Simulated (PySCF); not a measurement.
**La(NH2)3(H2O): other functionals and bases at one geometry**

Aim: see how levels, charges and forces of La(NH2)3(H2O) depend on the level of theory. The structure is generated, not taken from experiment.

The runs use PySCF 2.14.0; several levels, as the steps say, no spin–orbit coupling.

1 further run of the same task is left out (for a known fault of the program).

## (1) The system as given

13 atoms, charge 0, spin multiplicity 1.

Bond lengths: La1–N2 2.313 Å, La1–N5 2.313 Å, La1–N8 2.320 Å, La1–O11 2.614 Å, N2–H3 1.022 Å, N2–H4 1.022 Å, N5–H6 1.022 Å, N5–H7 1.022 Å, N8–H9 1.022 Å, N8–H10 1.022 Å, O11–H12 0.963 Å, O11–H13 0.963 Å. Angles: N2–La1–N5 117.7°, N2–La1–N8 118.9°, N2–La1–O11 99.6°, N5–La1–N8 118.9°, N5–La1–O11 99.6°, N8–La1–O11 92.1°, La1–N2–H3 127.3°, La1–N2–H4 127.7°, H3–N2–H4 105.0°, La1–N5–H6 127.7°, La1–N5–H7 127.3°, H6–N5–H7 105.0°, La1–N8–H9 127.4°, La1–N8–H10 127.4°, H9–N8–H10 104.9°, La1–O11–H12 129.9°, La1–O11–H13 123.2°, H12–O11–H13 107.0°.

Geometry (Å):

```
La    0.2295   -0.2295    0.2978
N     1.3248    1.4746    1.4144
H     2.1683    1.9684    1.1168
H     1.0845    1.8847    2.3193
N    -1.4746   -1.3248    1.4144
H    -1.8847   -1.0845    2.3193
H    -1.9684   -2.1683    1.1168
N     1.3276   -1.3276   -1.4260
H     1.0794   -2.2253   -1.8474
H     2.2253   -1.0794   -1.8474
O    -1.1887    1.1887   -1.3792
H    -1.8588    1.8588   -1.2079
H    -1.1088    1.1088   -2.3360
```

Formal oxidation states: La +3. The 4f shell is empty and lies in the core potential. An earlier session relaxed this geometry at PBE0, La lcecp-1-SVP with ECP46, N def2-SVP, H def2-SVP, O def2-SVP (singlet, point group Cs).

At PBE0 on the finer grid: E = -275.520133 Eh, HOMO -5.39 eV, LUMO -0.52 eV, Mulliken charge on La1 +0.89 e, largest force component 0.019 eV/Å. The large-core potential holds the 4f shell empty.

Levels to run: r2SCAN; TPSSh; PBE0, TZVP. Hardware: 2 threads of Intel Xeon Platinum 8488C (Sapphire Rapids), shared host.

## (2) r2SCAN

run.py (the lines that set the calculation) reads:

```python
mol = gto.M(atom='''
La     0.22949    -0.22949     0.29778
N      1.32483     1.47463     1.41445
H      2.16828     1.96844     1.11680
H      1.08452     1.88466     2.31934
N     -1.47463    -1.32483     1.41445
H     -1.88466    -1.08452     2.31934
H     -1.96844    -2.16828     1.11680
N      1.32762    -1.32762    -1.42597
H      1.07936    -2.22527    -1.84738
H      2.22527    -1.07936    -1.84738
O     -1.18873     1.18873    -1.37920
H     -1.85880     1.85880    -1.20785
H     -1.10883     1.10883    -2.33601''',
    basis={'La': 'lcecp-1-SVP', 'N': 'def2-SVP', 'H': 'def2-SVP', 'O': 'def2-SVP'},
    ecp={'La': 'lcecp-1-SVP'},
    charge=0, spin=0)
mf = dft.RKS(mol, xc='R2SCAN')
mf.grids.atom_grid = (75, 302)  # f atoms: unpruned, at least (60, 302)
mf = mf.density_fit()  # fitting sets: La AutoAux, N def2-universal-JKFIT, H def2-universal-JKFIT, O def2-universal-JKFIT
mf.conv_tol = 1e-08; mf.max_cycle = 55
mf.kernel(dm0)  # dm0: the density of the relaxed state
```

On the command line:

```sh
> OMP_NUM_THREADS=2 python run.py
```

The log of the run:

```text
init E= -275.675915749904
  HOMO = -0.158838328980028  LUMO = -0.0233314949772989  gap/eV = 3.68733
cycle= 1 E= -275.676944772567  delta_E= -0.00103  |g|= 0.018  |ddm|= 0.121
  HOMO = -0.160127265894626  LUMO = -0.0219830583614318  gap/eV = 3.75910
cycle= 2 E= -275.676763428045  delta_E= 0.000181  |g|= 0.0312  |ddm|= 0.0679
  HOMO = -0.158594109768906  LUMO = -0.0226613950137597  gap/eV = 3.69892
cycle= 3 E= -275.677046015186  delta_E= -0.000283  |g|= 0.006  |ddm|= 0.0361
  HOMO = -0.1592292420936  LUMO = -0.02288264171397  gap/eV = 3.71018
cycle= 4 E= -275.677054583187  delta_E= -8.57e-06  |g|= 0.000561  |ddm|= 0.00773
  HOMO = -0.159192299971823  LUMO = -0.0228552869127014  gap/eV = 3.70992
cycle= 5 E= -275.677054627103  delta_E= -4.39e-08  |g|= 0.000316  |ddm|= 0.000575
  HOMO = -0.159188004656917  LUMO = -0.0228525998570639  gap/eV = 3.70988
cycle= 6 E= -275.677054648907  delta_E= -2.18e-08  |g|= 2.58e-05  |ddm|= 0.000275
  HOMO = -0.159185836644246  LUMO = -0.0228505724404862  gap/eV = 3.70987
cycle= 7 E= -275.677054649022  delta_E= -1.14e-10  |g|= 1.39e-05  |ddm|= 4.41e-05
  HOMO = -0.159185530689989  LUMO = -0.0228509019528893  gap/eV = 3.70985
Extra cycle  E= -275.677054648824  delta_E= 1.98e-10  |g|= 3.15e-05  |ddm|= 4.09e-05
converged SCF energy = -275.677054648824
```

Run time: 17 s. Hardware: 2 threads of Intel Xeon Platinum 8488C (Sapphire Rapids), shared host.

Read off: E = -275.677055 Eh, HOMO -4.33 eV, LUMO -0.62 eV, Mulliken charge on La1 +0.85 e, largest force component 0.129 eV/Å. The large-core potential holds the 4f shell empty.

## (3) TPSSh

Edit run.py (the lines that set the calculation) of step 2 so:

```diff
@@ -17,3 +17,3 @@
     charge=0, spin=0)
-mf = dft.RKS(mol, xc='R2SCAN')
+mf = dft.RKS(mol, xc='TPSSH')
 mf.grids.atom_grid = (75, 302)  # f atoms: unpruned, at least (60, 302)
```

On the command line:

```sh
> OMP_NUM_THREADS=2 python run.py
```

The log of the run:

```text
init E= -275.798850004659
  HOMO = -0.169525305113355  LUMO = -0.0270396704218356  gap/eV = 3.87723
cycle= 1 E= -275.79985305879  delta_E= -0.001  |g|= 0.0075  |ddm|= 0.0909
  HOMO = -0.170834313811985  LUMO = -0.0271625260886417  gap/eV = 3.90951
cycle= 2 E= -275.799842482426  delta_E= 1.06e-05  |g|= 0.00977  |ddm|= 0.0206
  HOMO = -0.170220920306995  LUMO = -0.0273364815323234  gap/eV = 3.88808
cycle= 3 E= -275.799864142295  delta_E= -2.17e-05  |g|= 0.00259  |ddm|= 0.0107
  HOMO = -0.17046391495058  LUMO = -0.0273443006691565  gap/eV = 3.89448
cycle= 4 E= -275.799865538874  delta_E= -1.4e-06  |g|= 0.000852  |ddm|= 0.00275
  HOMO = -0.170396569562445  LUMO = -0.0273135932819635  gap/eV = 3.89349
cycle= 5 E= -275.799865683895  delta_E= -1.45e-07  |g|= 0.000181  |ddm|= 0.000827
  HOMO = -0.170394004440097  LUMO = -0.0273108384172076  gap/eV = 3.89349
cycle= 6 E= -275.799865691765  delta_E= -7.87e-09  |g|= 2.91e-05  |ddm|= 0.000246
  HOMO = -0.17039929615139  LUMO = -0.0273130627423299  gap/eV = 3.89357
Extra cycle  E= -275.799865691635  delta_E= 1.3e-10  |g|= 3.89e-05  |ddm|= 8.98e-05
converged SCF energy = -275.799865691635
```

It took 16 s on 2 threads of Intel Xeon Platinum 8488C (Sapphire Rapids), shared host.

It gives: E = -275.799866 Eh, HOMO -4.64 eV, LUMO -0.74 eV, Mulliken charge on La1 +0.87 e, largest force component 0.280 eV/Å. The large-core potential holds the 4f shell empty.

## (4) PBE0, TZVP

Basis: La lcecp-1-TZVP with ECP46, N def2-TZVP, H def2-TZVP, O def2-TZVP. 

Edit run.py (the lines that set the calculation) of step 3 so:

```diff
@@ -14,6 +14,6 @@
 H     -1.10883     1.10883    -2.33601''',
-    basis={'La': 'lcecp-1-SVP', 'N': 'def2-SVP', 'H': 'def2-SVP', 'O': 'def2-SVP'},
-    ecp={'La': 'lcecp-1-SVP'},
+    basis={'La': 'lcecp-1-TZVP', 'N': 'def2-TZVP', 'H': 'def2-TZVP', 'O': 'def2-TZVP'},
+    ecp={'La': 'lcecp-1-TZVP'},
     charge=0, spin=0)
-mf = dft.RKS(mol, xc='TPSSH')
+mf = dft.RKS(mol, xc='PBE0')
 mf.grids.atom_grid = (75, 302)  # f atoms: unpruned, at least (60, 302)
@@ -21,2 +21,2 @@
 mf.conv_tol = 1e-08; mf.max_cycle = 55
-mf.kernel(dm0)  # dm0: the density of the relaxed state
+mf.kernel(dm0)  # dm0: free metal ions and neutral atoms
```

On the command line:

```sh
> OMP_NUM_THREADS=2 python run.py
```

The log of the run:

```text
init E= -278.859053306618
  HOMO = -0.258532851655539  LUMO = -0.0692974265685613  gap/eV = 5.14936
cycle= 1 E= -275.741853432922  delta_E= 3.12  |g|= 0.585  |ddm|= 2.56
  HOMO = -0.143730252830336  LUMO = -0.0281417935556831  gap/eV = 3.14532
cycle= 2 E= -275.748525493332  delta_E= -0.00667  |g|= 0.532  |ddm|= 1.17
  HOMO = -0.217744704640538  LUMO = -0.0301323072923054  gap/eV = 5.10519
cycle= 3 E= -275.806844520615  delta_E= -0.0583  |g|= 0.192  |ddm|= 0.652
  HOMO = -0.203558375921878  LUMO = -0.0288045346436618  gap/eV = 4.75529
cycle= 4 E= -275.813565378498  delta_E= -0.00672  |g|= 0.0557  |ddm|= 0.143
  HOMO = -0.205436338686697  LUMO = -0.026659689770085  gap/eV = 4.86476
cycle= 5 E= -275.814407730443  delta_E= -0.000842  |g|= 0.00489  |ddm|= 0.0683
  HOMO = -0.205580321240086  LUMO = -0.0269198017545591  gap/eV = 4.86160
cycle= 6 E= -275.814413752204  delta_E= -6.02e-06  |g|= 0.00187  |ddm|= 0.00873
  HOMO = -0.205564247862437  LUMO = -0.0268707859207922  gap/eV = 4.86250
cycle= 7 E= -275.814414271467  delta_E= -5.19e-07  |g|= 0.000636  |ddm|= 0.00128
  HOMO = -0.205557448217712  LUMO = -0.0268666287403931  gap/eV = 4.86242
cycle= 8 E= -275.814414343333  delta_E= -7.19e-08  |g|= 5.14e-05  |ddm|= 0.000432
  HOMO = -0.205559182712703  LUMO = -0.0268653030346897  gap/eV = 4.86251
cycle= 9 E= -275.814414343809  delta_E= -4.75e-10  |g|= 3.24e-05  |ddm|= 7.28e-05
  HOMO = -0.205559261113673  LUMO = -0.0268661004190207  gap/eV = 4.86249
Extra cycle  E= -275.814414343396  delta_E= 4.12e-10  |g|= 5.45e-05  |ddm|= 6.16e-05
converged SCF energy = -275.814414343396
```

Wall time 26 s (2 threads of Intel Xeon Platinum 8488C (Sapphire Rapids), shared host).

Result: E = -275.814414 Eh, HOMO -5.59 eV, LUMO -0.73 eV, Mulliken charge on La1 +1.53 e, largest force component 0.320 eV/Å. The large-core potential holds the 4f shell empty.

## (5) All levels side by side

| level | state | HOMO (eV) | gap (eV) | charge on La1 (e) | dipole (D) | largest force (eV/Å) | basis functions | time |
| --- | --- | --- | --- | --- | --- | --- | --- | --- |
| PBE0 (relaxed here) | singlet | -5.39 | 4.87 | 0.89 | 4.46 | 0.02 | 129 | 32 s |
| r2SCAN | singlet | -4.33 | 3.71 | 0.85 | 4.44 | 0.13 | 129 | 17 s |
| TPSSh | singlet | -4.64 | 3.89 | 0.87 | 4.43 | 0.28 | 129 | 16 s |
| PBE0, TZVP | singlet | -5.59 | 4.86 | 1.53 | 4.47 | 0.32 | 219 | 26 s |

Times are on 2 threads of Intel Xeon Platinum 8488C (Sapphire Rapids), shared host; the first row also made further properties.

In one basis the HOMO–LUMO gap runs from 3.71 eV (r2SCAN) to 4.87 eV (PBE0). The largest leftover force, 0.32 eV/Å with PBE0, TZVP, stands at a geometry relaxed at another level. The Mulliken charge on La spans +0.85 to +1.53 e over the levels. With 4f in the core, its levels are missing from HOMO and gap. Total energies of different levels can't be compared. Spin–orbit coupling is left out throughout.
